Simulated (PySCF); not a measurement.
# [Nd(SH)2]+: other functionals and bases at one geometry

The task here is to estimate one member of a computed series from the others.

Computed with PySCF 2.14.0. Level: several levels, as the steps say, no spin–orbit coupling.

1 further run of the same task is left out (for a known fault of the program).

### Where the work starts

5 atoms, charge 1, spin multiplicity 1.

Bond lengths: Nd1–S2 2.533 Å, Nd1–S4 2.533 Å, S2–H3 1.359 Å, S4–H5 1.359 Å. Angles: S2–Nd1–S4 96.8°, Nd1–S2–H3 95.2°, Nd1–S4–H5 95.2°.

As a file:

| atom | x (Å) | y (Å) | z (Å) |
| --- | --- | --- | --- |
| Nd1 | 0.0000 | 0.0000 | -0.8201 |
| S2 | 1.8924 | -0.0943 | 0.8609 |
| H3 | 2.8761 | -0.2189 | -0.0691 |
| S4 | -1.8924 | 0.0943 | 0.8609 |
| H5 | -2.8761 | 0.2189 | -0.0691 |

Formal oxidation states: Nd +3. Each metal's 3 4f electrons lie in its core potential, so multiplicities, spins and levels count the valence alone. An earlier session relaxed this geometry at PBE0, Nd lcecp-1-SVP with ECP49, S def2-SVP, H def2-SVP (singlet, point group C2).

At PBE0 on the finer grid: E = -830.818737 Eh, HOMO -12.07 eV, LUMO -7.22 eV, Mulliken charge on Nd1 +1.09 e, largest force component 0.013 eV/Å. 

Levels to run: revPBE; BLYP; PBE0, TZVP. Hardware: 2 threads of Arm Neoverse V1, shared host.

The first run:

The input, run.py (the lines that set the calculation):

```python
mol = gto.M(atom='''
Nd     0.00000     0.00000    -0.82014
S      1.89239    -0.09433     0.86095
H      2.87607    -0.21887    -0.06913
S     -1.89239     0.09433     0.86095
H     -2.87607     0.21887    -0.06913''',
    basis={'Nd': 'lcecp-1-SVP', 'S': 'def2-SVP', 'H': 'def2-SVP'},
    ecp={'Nd': 'lcecp-1-SVP'},
    charge=1, spin=0)
mf = dft.RKS(mol, xc='PBE_R,PBE')
mf.grids.atom_grid = (75, 302)  # f atoms: unpruned, at least (60, 302)
mf = mf.density_fit()  # fitting sets: Nd AutoAux, S def2-universal-JKFIT, H def2-universal-JKFIT
mf.conv_tol = 1e-08; mf.max_cycle = 55
mf.kernel(dm0)  # dm0: the density of the relaxed state
```

Run with:

```console
$ OMP_NUM_THREADS=2 python run.py
```

Steps of the session up to this table: revPBE; BLYP; PBE0, TZVP.

One of the session's tables, all rows but one given; the rest of the session is left out.

```
              level  HOMO (eV)  gap (eV)  charge on Nd1 (e)  dipole (D)  largest force component (eV/Å)
PBE0 (relaxed here)     -12.07      4.85               1.09        7.64                            0.01
             revPBE          ?         ?                  ?           ?                               ?
               BLYP     -10.78      2.88               0.94        6.69                            0.68
         PBE0, TZVP     -12.00      4.87               1.42        7.37                            0.19
```

Estimate the missing values for revPBE.

**Answer.** HOMO (eV): -10.95; gap (eV): 3.12; charge on Nd1 (e): 1.01; dipole (D): 6.95; largest force component (eV/Å): 0.40. In the column «HOMO (eV)» it lies between PBE0, TZVP (-12.00) and BLYP (-10.78).

The dipole of a charged species depends on the origin, so these sizes hold for this origin alone.

In one basis the HOMO–LUMO gap runs from 2.88 eV (BLYP) to 4.85 eV (PBE0). The largest leftover force, 0.68 eV/Å with BLYP, stands at a geometry relaxed at another level. With 4f in the core, its levels are missing from HOMO and gap, and its count is fixed, so no charge can pass from the ligands into it. Total energies of different levels can't be compared.
